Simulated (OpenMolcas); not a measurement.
# Ru³⁺ with 4 ligands (water): CASSCF and CASPT2 levels and susceptibility

Aim: the ligand-field states of Ru³⁺ in this surrounding, its lowest levels with spin-orbit coupling and its magnetic susceptibility.

Method: state-averaged CASSCF and CASPT2, spin-orbit coupling by RASSI with atomic mean-field integrals. Code: OpenMolcas 26.06.

## 1. What is computed

- Species: Ru³⁺ (ruthenium, Z = 44, 41 electrons)
- Basis: ANO-RCC-VTZP [7s6p4d2f1g], 164 functions with the ligands
- Scalar Hamiltonian: DKH2, point nucleus
- Inactive shells: 1s 2s 2p 3s 3p 3d 4s 4p of the metal, and all ligand shells
- Active space: 5 electrons in 5 orbitals (4d)
- Some configurations of this space: 4d⁵
- Orbitals: optimised for each spin and parity, averaged over all roots

The outer shells:

4d5
```
4d [↑ ][↑ ][↑ ][↑ ][↑ ]
```

Ru³⁺ is taken with 4 ligands (water) in square coordination (D2h) at 1.84 Å. Ligand basis ANO-RCC-VDZP. The distances are assumed, not relaxed.

```xyz
13

Ru    0.0000    0.0000    0.0000
O     1.8400    0.0000    0.0000
H     2.4170    0.7797    0.0000
H     2.4170   -0.7797    0.0000
O     0.0000    1.8400    0.0000
H     0.0000    2.4170    0.7797
H     0.0000    2.4170   -0.7797
O    -1.8400    0.0000    0.0000
H    -2.4170    0.7797    0.0000
H    -2.4170   -0.7797    0.0000
O     0.0000   -1.8400    0.0000
H     0.0000   -2.4170    0.7797
H     0.0000   -2.4170   -0.7797
```

The work runs as a chain of OpenMolcas steps in one folder; each step below is one input file. Labels, J, g values, rates, χT and fits are worked out afterwards by a script from the matrices that RASSI stores.

## 2. One- and two-electron integrals

a.inp reads:

```
&GATEWAY
Coord
13

Ru 0.0 0.0 0.0
O 1.840000 0.000000 0.000000
H 2.416978 0.779741 0.000000
H 2.416978 -0.779741 0.000000
O 0.000000 1.840000 0.000000
H 0.000000 2.416978 0.779741
H 0.000000 2.416978 -0.779741
O -1.840000 0.000000 0.000000
H -2.416978 0.779741 0.000000
H -2.416978 -0.779741 0.000000
O 0.000000 -1.840000 0.000000
H 0.000000 -2.416978 0.779741
H 0.000000 -2.416978 -0.779741
Basis=Ru.ANO-RCC-VTZP,H.ANO-RCC-VDZP,O.ANO-RCC-VDZP
Group=XYZ
NoMove
AngMom=0.0 0.0 0.0
AMFI
RICD
&SEWARD
```

On the command line:

```bash
$ OMP_NUM_THREADS=1 MOLCAS_MEM=2457 MOLCAS_PROJECT=a pymolcas a.inp > a.log
```

## 3. Reference wave functions, sextets of even parity, 1 root

a.inp reads:

```
&RASSCF
FileOrb=start.orb
Symmetry=1
Spin=6
nActEl=5 0 0
Inactive=19 19
Ras2=5 0
CIRoot=1 1 1
SDav=1
CIMx=300
Iter=150 100
PrWF=0.3
OrbListing=Nothing
MaxOrb=0
LevShft=1.0
>>> COPY $Project.JobIph JOB001
```

start.orb holds start orbitals that the driver prepared beforehand, or those of the step before.

## 4. Reference wave functions, quartets of even parity, 24 roots

a.inp reads:

```
&RASSCF
FileOrb=start.orb
Symmetry=1
Spin=4
nActEl=5 0 0
Inactive=19 19
Ras2=5 0
CIRoot=24 24 1
SDav=24
CIMx=300
Iter=150 100
PrWF=0.3
OrbListing=Nothing
MaxOrb=0
LevShft=1.0
>>> COPY $Project.JobIph JOB002
```

## 5. CASSCF: doublets of even parity, 75 roots

a.inp reads:

```
&RASSCF
FileOrb=start.orb
Symmetry=1
Spin=2
nActEl=5 0 0
Inactive=19 19
Ras2=5 0
CIRoot=75 75 1
SDav=75
CIMx=300
Iter=150 100
PrWF=0.3
OrbListing=Nothing
MaxOrb=0
LevShft=1.0
>>> COPY $Project.JobIph JOB003
```

## 6. State interaction with spin-orbit coupling

a.inp reads:

```
&RASSI
NrOfJobIphs=3 1 24 75
1
1 2 3 4 5 6 7 8 9 10 11 12 13 14 15 16 17 18 19 20 21 22 23 24
1 2 3 4 5 6 7 8 9 10 11 12 13 14 15 16 17 18 19 20 21 22 23 24 25 26 27
28 29 30 31 32 33 34 35 36 37 38 39 40 41 42 43 44 45 46 47 48 49 50 51
52 53 54 55 56 57 58 59 60 61 62 63 64 65 66 67 68 69 70 71 72 73 74 75
IphNames
JOB001
JOB002
JOB003
EJob
SpinOrbit
DIPRint=1.0
SOCoupling=1000.0
Subsets=2
Property=9
'ANGMOM' 1 'ANGMOM' 2 'ANGMOM' 3 'MLTPL  1' 1 'MLTPL  1' 2 'MLTPL  1' 3
'AMFI' 1 'AMFI' 2 'AMFI' 3
SOProperty=3
'ANGMOM' 1 'ANGMOM' 2 'ANGMOM' 3
```

## 7. CASPT2: IPEA 0.25, imaginary shift 0.1 (closed shells correlated: 4s 4p of the metal, with ligand shells; the Frozen line counts the rest)

a.inp reads:

```
>>> COPY JOB001 $Project.JobIph
&CASPT2
Multistate=1 1
Frozen=10 8
IPEA=0.25
Imaginary=0.1
MaxIter=60
WThr=0.0 0.3 0.05
PrWF=0.5
NoMix
>>> COPY JOB002 $Project.JobIph
&CASPT2
Multistate=24 1 2 3 4 5 6 7 8 9 10 11 12 13 14 15 16 17 18 19 20 21 22
23 24
NoMult
Frozen=10 8
IPEA=0.25
Imaginary=0.1
MaxIter=60
WThr=0.0 0.3 0.05
PrWF=0.5
NoMix
>>> COPY JOB003 $Project.JobIph
&CASPT2
Multistate=75 1 2 3 4 5 6 7 8 9 10 11 12 13 14 15 16 17 18 19 20 21 22
23 24 25 26 27 28 29 30 31 32 33 34 35 36 37 38 39 40 41 42 43 44 45 46
47 48 49 50 51 52 53 54 55 56 57 58 59 60 61 62 63 64 65 66 67 68 69 70
71 72 73 74 75
NoMult
Frozen=10 8
IPEA=0.25
Imaginary=0.1
MaxIter=60
WThr=0.0 0.3 0.05
PrWF=0.5
NoMix
```

(Steps that only read results are left out.)

Before running it: what results should come out? Wanted: spin-free ground state; first state of the same spin within the active space; lowest level; next level.

As calculated:

| quantity | value |
| --- | --- |
| method | SS-CASPT2, IPEA 0.25, imaginary shift 0.1 (closed shells correlated: 4s 4p of the metal, with ligand shells; the Frozen line counts the rest) |
| spin-free ground state | quartet, 1-fold in its orbital part |
| first state of the same spin within the active space | quartet at 5350 cm⁻¹ |
| lowest level | 2-fold, g = 2.10, 3.96, 4.53 |
| next level | 110.7 cm⁻¹ |
| χT at 300 K | 2.13 cm³ K/mol |
| effective moment at 300 K | 4.12 μB |

Cost by method:

```tsv
method	time of its own steps	time with the reference
A. CASSCF	52 s	52 s
B. SS-CASPT2, IPEA 0.25, imaginary shift 0.1, +4s 4p	5.9 min	6.8 min
```

Times are of one thread on a shared host.

In words: The spin-free ground state (quartet) is 1-fold and has less than the highest spin computed. χT at 300 K is 2.13, against 1.88 cm³ K/mol for the spin alone, so orbital moment adds to it. With metal d orbitals alone active, the gaps between spin states are rough; where two lie within a few thousand cm-1, their order is open.
